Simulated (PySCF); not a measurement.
# NaGe+: from the state search to spectroscopic constants

The task here is to estimate one member of a computed series from the others.

Computed with PySCF 2.14.0. Level: Na pcseg-1, Ge pcseg-1, no relativity.

The first run:

A driver script around PySCF takes these settings:

```yaml
atoms: Na, Ge
charge: 1
basis: Na pcseg-1, Ge pcseg-1
Hamiltonian: no relativity
basis_functions: 37
electrons_treated: 42
masses_in_u: 22.9898, 73.9212
levels: PBE0, PBE, r²SCAN, BHandHLYP, PW91, TPSSh, HSE06, HF, MP2, SCS-MP2, CCSD, CCSD(T)
grid: 80 radial by 434 angular points
occupations: held fixed by the projection of orbital angular momentum
dissociation_limit: Na+ + Ge, each in its ground configuration
starting_distance_in_angstrom: 2.835
values_of_2S_to_try: 0, 2
```

Launch:

```console
OMP_NUM_THREADS=1 python dia.py task.json out
```

Steps of the session up to this table: Input; The PBE0 curve of the state that the search chose; Higher solutions at PBE0; PBE (GGA); r²SCAN; BHandHLYP (global hybrid GGA); PW91 (GGA); TPSSh (hybrid meta-GGA); HSE06 (range-separated hybrid); UHF (mean field); MP2 and coupled cluster.

One of the session's tables, all rows but one given; the rest of the session is left out.

Energy (eV) from each level's lowest point:

```
R (Å)    UHF  UHF-MP2  UHF-SCS-MP2  UHF-CCSD  UHF-CCSD(T)
2.814  0.171    0.174        0.176       n/a          n/a
2.945  0.084    0.086        0.088     0.088        0.088
3.076  0.033    0.034        0.035     0.035        0.035
3.174  0.012    0.012        0.013     0.013        0.013
3.272  0.002    0.002        0.002     0.002        0.002
3.370  0.000    0.000        0.000     0.000        0.000
3.501      ?        ?            ?         ?            ?
3.665  0.029    0.029        0.029     0.028        0.029
3.861  0.064    0.065        0.064     0.064        0.064
4.123  0.118    0.119        0.118       n/a          n/a
```

**Question.** Estimate the row for R (Å) = 3.501.

Worked estimate for «UHF». A straight line through the neighbours (3.370, 0.000) and (3.665, 0.029) gives 0.000 + (0.029 − 0.000) × (3.501 − 3.370) / (3.665 − 3.370) = 0.013; a parabola fitted to 4 rows on both sides gives 0.009.

As computed: UHF: 0.008; UHF-MP2: 0.008; UHF-SCS-MP2: 0.008; UHF-CCSD: 0.007; UHF-CCSD(T): 0.008. In «UHF» the line misses by +0.005 and the parabola by +0.001.
